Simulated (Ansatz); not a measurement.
# Osmium, simple cubic under LDA: ground state and equation of state

The plan for osmium in the simple cubic structure: relax it, solve it on a dense k-mesh, switch on spin-orbit coupling, then scale the cell to 7 volumes from 88 to 112 % of the relaxed one and try a fit of the equation of state. The k-meshes are 13×13×13 for the relaxation; 20×20×20 for the dense run; 12×12×12 for spin-orbit coupling; 14×14×14 for the volumes.

This is Os in the simple cubic structure; at room conditions it is hcp.

Program: Ansatz 0.2.0. Level of theory: DFT LDA (PW92), plane waves (420 eV) with PAW, scalar-relativistic; PAW files made under PBE, frozen cores solved again for the functional. These are calculated values, not measurements.

## (1) The system as given

The structure is cubic, space group Pm-3m (No. 221). Conventional cell: a = 2.472 Å, b = 2.472 Å, c = 2.472 Å, α = 90.00°, β = 90.00°, γ = 90.00°. Os (site symmetry m-3m) has 6 Os at 2.47 Å as nearest neighbours.

Structure file:

```cif
data_structure
_symmetry_space_group_name_H-M 'P 1'
_symmetry_Int_Tables_number 1
_cell_length_a 2.4723
_cell_length_b 2.4723
_cell_length_c 2.4723
_cell_angle_alpha 90.000
_cell_angle_beta 90.000
_cell_angle_gamma 90.000
_cell_volume 15.11
loop_
_atom_site_label
_atom_site_type_symbol
_atom_site_fract_x
_atom_site_fract_y
_atom_site_fract_z
_atom_site_occupancy
Os1 Os 0.00000 0.00000 0.00000 1
```

## (2) Relaxing cell and atoms

File input.yaml:

```yaml
crystal:
  lattice:
    - [2.4722656457, 0.0, 0.0]
    - [0.0, 2.4722656457, 0.0]
    - [0.0, 0.0, 2.4722656457]
  atoms:
    - { symbol: Os, position: [0.0, 0.0, 0.0] }
hamiltonian:
  xc: lda
  pseudopotentials:
    kind: paw
    azcp:
      Os: "pseudopotentials/Os.paw.azcp"
basis:
  ecutwfc: 420
  fft_grid_basis: typed
kpoints:
  mp_grid: { grid: [13, 13, 13], shift: [0, 0, 0] }
magnetization:
  spin_polarized: false
scf:
  occupations: { method: fermi_dirac, width: 0.1 }
relax:
  max_steps: 60
  f_tol: 0.01
  cell: {}
```

After this run come: Dense single point; With spin-orbit coupling; At 88 % of the relaxed volume; At 92 % of the relaxed volume; At 96 % of the relaxed volume; At 100 % of the relaxed volume; At 104 % of the relaxed volume; At 108 % of the relaxed volume; At 112 % of the relaxed volume.

**Question.** What will these runs give? Wanted: space group; conventional cell; volume; shortest distance; gap on the mesh; relative to hcp; V₀, B₀, B₀′.

The runs gave:

| quantity | value |
| --- | --- |
| space group (spins left aside) | Pm-3m (No. 221) |
| conventional cell | a = 2.517 Å |
| volume | 15.947 Å³/atom |
| shortest distance | 2.517 Å |
| gap on the mesh | none (levels filled in part) |
| relative to hcp | +1626 meV/atom |
| V₀, B₀, B₀′ | 15.958 Å³/atom, 309 GPa, 4.6 |

From the guessed start the volume grew by 5.5 % in 5 steps. Against the reference form of osmium (hcp, computed apart with the same settings) it stands 1626 meV/atom higher, so it is far from stable. Levels at the Fermi energy are filled in part, as in a metal. The total energy of the spin-orbit run lies -28.2 eV/atom from the scalar one, but the two kinds of run don't share a zero of energy: only differences within one kind count. The fitted modulus is 309 GPa, among the stiffest elements. The symmetry was held, so the structure may be unstable against distortions that break it.
